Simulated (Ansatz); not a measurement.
**C3H10NTa: small, medium and large basis sets**

Aim: see how fast density functionals converge with the basis set for C3H10NTa.

The runs use Ansatz 0.2.0, Gaussian basis; one geometry, several basis sets.

Plan: PBE0-D4/def2-SVP; ωB97M-V/def2-SVP; PBE0-D4/def2-QZVPP; ωB97M-V/def2-QZVPP; the functionals' def2-TZVPP values are taken from earlier runs.

## Step 1: The relaxed structure

An earlier PBE0-D4 in a triple-zeta def2 set relaxation fixed the geometry. Ta takes the def2 core potential; no spin-orbit term is included.

SMILES `[CH3][Ta]([CH3])([CH3])=[NH]`, 15 atoms, charge 0, spin multiplicity 1.

Atoms are counted from 1 here; the program's logs count them from 0.

Bond lengths: C1–Ta2 2.163 Å, C1–H6 1.095 Å, C1–H7 1.099 Å, C1–H8 1.095 Å, Ta2–C3 2.163 Å, Ta2–C4 2.163 Å, Ta2–N5 1.761 Å, C3–H9 1.095 Å, C3–H10 1.095 Å, C3–H11 1.099 Å, C4–H12 1.096 Å, C4–H13 1.099 Å, C4–H14 1.095 Å, N5–H15 1.006 Å. Angles: Ta2–C1–H6 112.0°, Ta2–C1–H7 110.0°, Ta2–C1–H8 111.8°, H6–C1–H7 107.9°, H6–C1–H8 107.1°, H7–C1–H8 107.9°, C1–Ta2–C3 111.8°, C1–Ta2–C4 111.8°, C1–Ta2–N5 107.0°, C3–Ta2–C4 111.9°, C3–Ta2–N5 107.0°, C4–Ta2–N5 107.0°, Ta2–C3–H9 112.0°, Ta2–C3–H10 111.8°, Ta2–C3–H11 110.0°, H9–C3–H10 107.1°, H9–C3–H11 107.9°, H10–C3–H11 107.9° and more.

## Step 2: PBE0-D4 in def2-SVP

in.yaml reads:

```yaml
crystal:
  periodic: [false, false, false]
  atoms:
    - {symbol: C, position_ang: [-1.823054, 0.997041, 0.297538]}
    - {symbol: Ta, position_ang: [0.083050, 0.120589, -0.230790]}
    - {symbol: C, position_ang: [1.590725, 0.506469, 1.272063]}
    - {symbol: C, position_ang: [-0.095752, -1.990488, -0.668939]}
    - {symbol: N, position_ang: [0.618793, 0.909234, -1.710796]}
    - {symbol: H, position_ang: [-2.570213, 0.860552, -0.491550]}
    - {symbol: H, position_ang: [-2.209894, 0.529860, 1.214417]}
    - {symbol: H, position_ang: [-1.739083, 2.074227, 0.478210]}
    - {symbol: H, position_ang: [1.729649, 1.578525, 1.447968]}
    - {symbol: H, position_ang: [2.565789, 0.098764, 0.983882]}
    - {symbol: H, position_ang: [1.298670, 0.042214, 2.224814]}
    - {symbol: H, position_ang: [-0.834070, -2.180449, -1.455664]}
    - {symbol: H, position_ang: [-0.413978, -2.535188, 0.231394]}
    - {symbol: H, position_ang: [0.852449, -2.422021, -1.006761]}
    - {symbol: H, position_ang: [0.925118, 1.359870, -2.556386]}
basis:
  gaussian: {orbitals: def2-SVP}
hamiltonian: {xc: pbe0, dispersion: d4}
output: {orbitals: {seedname: orbitals}}
```

Run with:

```console
$ ansatz run in.yaml --threads 4 --pin off --events-out ev --progress --plain --max-ram 11315MiB
```

The runs that follow: ωB97M-V in def2-SVP; PBE0-D4 in def2-QZVPP; ωB97M-V in def2-QZVPP.

Before running them: what should the planned runs give, taken together? Wanted: PBE0-D4: double and triple zeta above quadruple; ωB97M-V: double and triple zeta above quadruple.

As calculated:

```
                                       quantity          value
PBE0-D4: double and triple zeta above quadruple  6.24, 0.32 eV
ωB97M-V: double and triple zeta above quadruple  6.60, 0.31 eV
```

What this shows: For PBE0-D4 the step from double to triple zeta gains 5.92 eV and the next only 0.32 eV. Total energies overstate the basis error of differences, where much of it tends to cancel.
